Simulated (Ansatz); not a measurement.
I need an atomisation energy of CH7OPSi, SMILES C[SiH](O)P. Use Ansatz 0.2.0, Python API. Level of theory (for the species named): r2SCAN, STO-3G basis, multiplicity 1.

```yaml
atoms:
  - { symbol: C, position_ang: [-0.7893, 1.3234, 0.0144] }
  - { symbol: Si, position_ang: [0.4345, 0.1145, -0.4487] }
  - { symbol: O, position_ang: [1.6240, -0.0049, 0.6565] }
  - { symbol: P, position_ang: [-0.4265, -1.8763, -0.5409] }
  - { symbol: H, position_ang: [-1.6393, 1.3993, -0.7573] }
  - { symbol: H, position_ang: [-1.2923, 1.1629, 0.9722] }
  - { symbol: H, position_ang: [-0.3739, 2.3720, 0.0690] }
  - { symbol: H, position_ang: [1.0672, 0.4350, -1.7768] }
  - { symbol: H, position_ang: [1.4022, -0.2490, 1.6103] }
  - { symbol: H, position_ang: [0.6951, -2.6313, -0.6528] }
  - { symbol: H, position_ang: [-0.6364, -2.1025, 0.8746] }
```

The script, `tae.py`:
```python
from collections import Counter

import ansatz as az
from ase import Atoms


def total_energy(molecule, charge=0, unpaired=0):
    calc = (
        molecule.calculation()
        .basis(gaussian="STO-3G")
        .functional("r2scan")
        .scf(lower_state_search="standard")
    )
    if charge:
        calc = calc.charge(charge)
    if unpaired:
        calc = calc.spin("collinear", total=unpaired)
    return calc.run(threads=1).report["free_energy_ev"]

atoms = Atoms(["C", "Si", "O", "P", "H", "H", "H", "H", "H", "H", "H"], positions=[
    [-0.7893, 1.3234, 0.0144],
    [0.4345, 0.1145, -0.4487],
    [1.624, -0.0049, 0.6565],
    [-0.4265, -1.8763, -0.5409],
    [-1.6393, 1.3993, -0.7573],
    [-1.2923, 1.1629, 0.9722],
    [-0.3739, 2.372, 0.069],
    [1.0672, 0.435, -1.7768],
    [1.4022, -0.249, 1.6103],
    [0.6951, -2.6313, -0.6528],
    [-0.6364, -2.1025, 0.8746],
])
molecule = az.Crystal.molecule_from_ase(atoms)

unpaired = {"C": 2, "Si": 2, "O": 2, "P": 3, "H": 1}
counts = Counter(site.symbol for site in molecule.cartesian_sites)
atom_energy = {s: total_energy(az.Crystal.molecule().atom(s, (0, 0, 0)), 0, unpaired[s]) for s in counts}
whole = total_energy(molecule, 0, 0)
for s, e in atom_energy.items():
    print(f"{s:2s} x{counts[s]}  {e:14.5f} eV")
print(f"CH7OPSi: {whole:.5f} eV")
split = sum(counts[s] * e for s, e in atom_energy.items()) - whole
print(f"atomisation energy (no zero-point term): {split:.3f} eV, {split / sum(counts.values()):.3f} eV an atom")
```

Output of `python tae.py`:
```text
C  x1     -1015.79266 eV
Si x1     -7780.07441 eV
O  x1     -2014.05764 eV
P  x1     -9179.61796 eV
H  x7       -12.69301 eV
CH7OPSi: -20124.15127 eV
atomisation energy (no zero-point term): 45.758 eV, 4.160 eV an atom
```

45.758 eV from the electronic energies, without the zero-point term.

What to keep in mind:
- The settings weren't tested for convergence.
- The geometry is a force-field or estimated start, not a minimum of this method, and the basis set is short of its limit. All parts are taken at fixed geometry, without zero-point energy.
- Timing: 4.5 s on 1 thread of Arm Neoverse V2, with other jobs on the host, peak memory 0.19 GiB.
